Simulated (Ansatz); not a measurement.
# Si15C7: the cost of one run

Program: Ansatz 0.2.0. Level of theory: DFT PBE, scalar-relativistic, plane waves, PAW. These are calculated values, not measurements.

**1. Starting point**

The cell holds 22 atoms (C7Si15): a = 7.051 Å, b = 7.452 Å, c = 6.943 Å, α = 85.54°, β = 91.29°, γ = 88.87°.

15 Si, 7 C were thrown into a skewed cell at random, at 1.00 times a reference volume of the solid, and pushed apart as soft spheres.

Structure file:

```
CELL_PARAMETERS angstrom
7.04985 0.07333 -0.08023
0.07333 7.44674 0.28042
-0.08023 0.28042 6.93638
ATOMIC_POSITIONS crystal
Si 0.31763 0.12670 0.93337
Si 0.64351 0.84062 0.02945
Si 0.82569 0.73259 0.29928
Si 0.94597 0.22454 0.61727
Si 0.71091 0.73719 0.69055
Si 0.31032 0.27261 0.51353
Si 0.47185 0.86862 0.29002
Si 0.55368 0.03891 0.63874
Si 0.41163 0.51613 0.02461
Si 0.44769 0.53863 0.44879
Si 0.98525 0.91502 0.52781
Si 0.19831 0.83484 0.76051
Si 0.01099 0.52337 0.56068
Si 0.94810 0.13358 0.24524
Si 0.83234 0.30401 0.91953
C 0.31361 0.46401 0.70617
C 0.47485 0.13504 0.24495
C 0.70908 0.19122 0.48753
C 0.81065 0.02902 0.72895
C 0.85811 0.50116 0.07107
C 0.07318 0.67035 0.94880
C 0.17705 0.44937 0.26004
```

**2. Stage at 4000 K**

The cutoff is lowered while the worst contacts of the packing are taken out. One k point, a Fermi-Dirac width of 0.345 eV and a fixed cell.

input.yaml reads:

```yaml
crystal:
  lattice:
    - [7.049851, 0.073328, -0.080234]
    - [0.073328, 7.446735, 0.280421]
    - [-0.080234, 0.280421, 6.936385]
  atoms:
    - { symbol: Si, position: [0.317627604, 0.1266982937, 0.933365631] }
    - { symbol: Si, position: [0.6435143954, 0.840615367, 0.0294486214] }
    - { symbol: Si, position: [0.8256880652, 0.7325911317, 0.2992803976] }
    - { symbol: Si, position: [0.9459714872, 0.224539731, 0.6172729567] }
    - { symbol: Si, position: [0.7109135432, 0.7371919836, 0.6905547813] }
    - { symbol: Si, position: [0.3103166813, 0.2726084255, 0.5135312672] }
    - { symbol: Si, position: [0.4718464187, 0.8686159821, 0.2900186993] }
    - { symbol: Si, position: [0.5536759612, 0.0389109052, 0.6387384631] }
    - { symbol: Si, position: [0.4116342482, 0.5161268709, 0.0246085731] }
    - { symbol: Si, position: [0.4476875925, 0.5386267429, 0.4487931949] }
    - { symbol: Si, position: [0.9852546673, 0.9150216321, 0.527810345] }
    - { symbol: Si, position: [0.1983105885, 0.8348437506, 0.7605077888] }
    - { symbol: Si, position: [0.0109860098, 0.5233733837, 0.5606848689] }
    - { symbol: Si, position: [0.948097081, 0.1335833794, 0.2452422695] }
    - { symbol: Si, position: [0.8323435336, 0.30400576, 0.9195306127] }
    - { symbol: C, position: [0.3136104699, 0.4640073295, 0.7061724076] }
    - { symbol: C, position: [0.4748487623, 0.1350419299, 0.2449489415] }
    - { symbol: C, position: [0.7090763151, 0.1912183769, 0.4875288642] }
    - { symbol: C, position: [0.8106451139, 0.0290164007, 0.7289461185] }
    - { symbol: C, position: [0.8581112896, 0.5011585094, 0.0710656711] }
    - { symbol: C, position: [0.0731823011, 0.6703465798, 0.9488008396] }
    - { symbol: C, position: [0.1770481875, 0.4493656998, 0.2600447298] }
  symmetry: { detect: false }
basis:
  ecutwfc: 320
  xc_grid: 1
kpoints:
  mp_grid: { grid: [1, 1, 1], shift: [0.25, 0.25, 0.25] }
hamiltonian:
  xc: pbe
scf:
  occupations: { method: fermi_dirac, width: 0.3447 }
  lower_state_search: "off"
  convergence: { dr2_threshold: 1.0e-05 }
output:
  forces: true
  stress: true
md:
  timestep: 2.0
  n_steps: 24
  ensemble: nvt_langevin
  friction: 0.03
  temperature: 4000.0
  initial_velocities: maxwell_boltzmann
  seed: 29829
```

The run is started by

```bash
ansatz run input.yaml --threads 2 --pin off --max-ram 5120MiB --backend cpu --events-out ev --progress --plain --runs-dir out
```

**Question.** How long does this run take on 2 threads of Arm Neoverse V1, shared host, and how much memory does it need?

About 30 s, with a peak of 0.39 GiB.
